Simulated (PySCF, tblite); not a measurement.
**C5H9NSSi: geometry, infrared bands and NMR shifts**

What infrared bands and NMR shifts should C5H9NSSi (`[SiH3]CCc1nccs1`) show?

Programs: tblite 0.8.0 and PySCF 2.14.0, with density-fitted response routines of our own. Each step states its level of theory. These are calculated values for one molecule in the gas phase, unless marked as measured. Atoms count from 0, in the outputs and in this text.

### Step 1. The molecule as given

17 atoms, charge 0, multiplicity 1; geometry from: force field or distance geometry start.

Bonds of the start (Å): Si0–C1 1.86, C1–C2 1.53, C2–C3 1.49, C3–N4 1.29, N4–C5 1.29, C5–C6 1.37, C6–S7 1.91, S7–C3 1.90, Si0–H8 1.46, Si0–H9 1.50, Si0–H10 1.47, C1–H11 1.10, C1–H12 1.13, C2–H13 1.11, C2–H14 1.13, C5–H15 1.10, C6–H16 1.08.

### Step 2. Geometry optimisation with GFN2-xTB

The job: settings as JSON, then the geometry in Å.

```
{"job": {"kind": "relax", "xc": "GFN2-xTB", "basis": "xTB"}, "charge": 0, "multiplicity": 1}
Si    -1.862900     0.716200    -0.510800
C     -1.552100    -1.066800    -0.102600
C     -0.645000    -1.068600     1.132000
C      0.626800    -0.354400     0.848400
N      1.025400     0.205500    -0.244300
C      2.183600     0.780200    -0.313900
C      2.958900     0.762400     0.819100
S      1.976500    -0.166600     2.173000
H     -0.895000     1.504200     0.246100
H     -3.217500     1.031900     0.064000
H     -1.850300     0.971700    -1.954000
H     -1.106700    -1.644300    -0.928500
H     -2.542500    -1.526400     0.177600
H     -0.483700    -2.095200     1.519200
H     -1.138100    -0.503700     1.973000
H      2.569600     1.278700    -1.217200
H      3.946000     1.187100     0.958500
```

Launch:

```
> OMP_NUM_THREADS=1 python probes_run.py task.json out
```

The driver reads the jobs from task.json and runs them one after another.

**Question.** This job is followed by: GFN2-xTB harmonic vibrations, gas phase; GIAO PBE0/pcSseg-1 NMR shielding, non-relativistic, gas phase. Predict these results of the whole session: strongest single infrared mode (GFN2-xTB); zero-point energy (GFN2-xTB); ¹³C shifts against TMS (PBE0/pcSseg-1); ¹H shifts against TMS (PBE0/pcSseg-1, means over atoms taken as alike); ²⁹Si shifts against TMS (PBE0/pcSseg-1); ¹⁵N shifts against NH3 (PBE0/pcSseg-1); ³³S shifts against CS2 (PBE0/pcSseg-1).

The runs gave:

| quantity | value |
| --- | --- |
| strongest single infrared mode (GFN2-xTB) | 2146 cm⁻¹, 480 km/mol |
| zero-point energy (GFN2-xTB) | 77.8 kcal/mol |
| ¹³C shifts against TMS (PBE0/pcSseg-1) | 179.8, 142.6, 127.6, 33.5, 9.5 ppm |
| ¹H shifts against TMS (PBE0/pcSseg-1, means over atoms taken as alike) | 7.69, 7.04, 4.31, 3.27, 1.15 ppm |
| ²⁹Si shifts against TMS (PBE0/pcSseg-1) | -76.3 ppm |
| ¹⁵N shifts against NH3 (PBE0/pcSseg-1) | 341.3 ppm |
| ³³S shifts against CS2 (PBE0/pcSseg-1) | 265 ppm |

The optimisation took 136 steps and gained 1.023 eV; among the close pairs (by a distance rule), C6–S7 changed most, from 1.913 to 1.724 Å. All 45 modes are real, so the xTB geometry is a minimum. The strongest single mode, at 2146 cm⁻¹, moves mainly H9. Unscaled tight-binding wavenumbers are off by several per cent, some by more. Its intensities can rank the bands wrongly. At PBE0/pcSseg-1: The largest span, 543 ppm, is at N4, where the paramagnetic term is -404 ppm. NICS(1)zz of -26 ppm above the planar ring from C3 marks a diatropic (aromatic) ring current.
